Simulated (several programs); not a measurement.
Many methods on one cell: MgHgSe2 (ordering on zincblende)

An ordered 4-atom cell of MgHgSe2 on the zincblende lattice (P-4m2), relaxed with r2SCAN in Ansatz, was computed with several methods. Space group P-4m2 (No. 115), tetragonal; conventional cell a = 4.314 Å, c = 5.985 Å, 27.85 Å³ an atom. Mg is surrounded by 4 Se at 2.58 Å; Se is surrounded by 2 Mg at 2.58 Å and 2 Hg at 2.68 Å; Hg is surrounded by 4 Se at 2.68 Å. Note: simulated data, non-magnetic, for a generated structure that need not be the stable one.

Space group P-4m2 (No. 115). a = 4.314 Å, b = 4.314 Å, c = 5.985 Å, α = 90.00°, β = 90.00°, γ = 90.00°
```csv
atom,site,symmetry,x,y,z
Mg,1a,-4m2,0.0000,0.0000,0.0000
Se,2g,2mm.,0.0000,0.5000,0.2355
Hg,1c,-4m2,0.5000,0.5000,0.5000
```

Gaps and times are for a single point on this cell; volume and bulk modulus come from each method's own relaxation or energy curve at fixed shape, which is too stiff where a cell has free coordinates or axes. Times are rough, from shared hosts (Arm Neoverse N1; Arm Neoverse V1), and each method has its own mesh and cell size. A dagger marks a closed or tiny gap in a crystal that DFT finds insulating: a failure of the method or a wrong SCF state. A double dagger marks a value from a curve with shape and coordinates held. A star marks a curve whose lowest point is an end point. PM6 (MOPAC), PM7 (MOPAC), GFN1-xTB (tblite), GFN2-xTB (tblite) treat a cluster of cells at its zone centre, which samples few k points: where these miss a band edge, the gap comes out too large for that reason alone. Gaps from k meshes are read at a limited set of points (mesh, symmetry points, PBE's band edges), so each method's own least gap may be somewhat smaller. xTB and the PM methods were fitted mostly to molecules, and can miss a solid's gap by electronvolts. Minimal bases can be far off for gaps. Times of the plane-wave ladder aren't listed, since it ran on unlike processors and cards. GLLB-SC's gap includes the derivative discontinuity. G0W0 is at finite bands, cutoff and mesh. d marks a direct gap, i an indirect one (no mark: not told apart), a dash a value that wasn't computed or didn't pass its checks.

| method | kind | gap (eV) | own volume (Å³/atom) | bulk modulus (GPa) | atoms computed | processor time |
| --- | --- | --- | --- | --- | --- | --- |
| GFN1-xTB (tblite) | tight binding | 0.00† | 28.19‡ | 37‡ | cluster | 2.6 s |
| light PBE (260 eV and a coarse mesh) | light plane-wave | 0.56 d | – | – | 4 | 3.2 s |
| GFN2-xTB (tblite) | tight binding | 1.43 | 30.21‡ | 18‡ | cluster | 4.5 s |
| PM6 (MOPAC) | semi-empirical | 3.08 | – | – | cluster | 5.5 s |
| PM7 (MOPAC) | semi-empirical | 2.98 | – | – | cluster | 15 s |
| PBE/SZV (CP2K) | small basis | 0.44 d | 30.49*‡ | 40*‡ | 4 | 17 s |
| PBE | semilocal | 0.63 d | 28.70 | 44‡ | 4 | – |
| PBE/single zeta (GPAW) | small basis | 0.58 d | – | – | 4 | 26 s |
| PBE/DZVP (CP2K) | small basis | 0.61 d | 29.27‡ | 42‡ | 4 | 31 s |
| GLLB-SC (GPAW) | model potential | 1.56 | – | – | 4 | 47 s |
| r2SCAN | semilocal | 1.03 d | 27.85 | 50‡ | 4 | – |
| PBE+SOC | semilocal | 0.53 d | – | – | 4 | – |
| HSE06 | hybrid | 1.48 d | – | – | 4 | – |
| PBE0 | hybrid | 2.11 d | – | – | 4 | – |
| G0W0@PBE (140 eV screening cutoff) | many-body | 1.20 | – | – | 4 | – |
| G0W0@r2SCAN (140 eV screening cutoff) | many-body | 1.54 | – | – | 4 | – |
| G0W0@HSE06 (140 eV screening cutoff) | many-body | 1.82 | – | – | 4 | – |

Against HSE06 (1.48 eV) and with closed or daggered gaps left aside, the nearest gap at the points sampled is that of GFN2-xTB (tblite) (-0.05 eV) and the farthest that of PM6 (MOPAC) (+1.60 eV). HSE06 is only a yardstick of convenience, and nearness to it can be luck.

Volumes against r2SCAN's: PBE +3.1 %.

Only the rows marked +SOC include spin-orbit coupling.
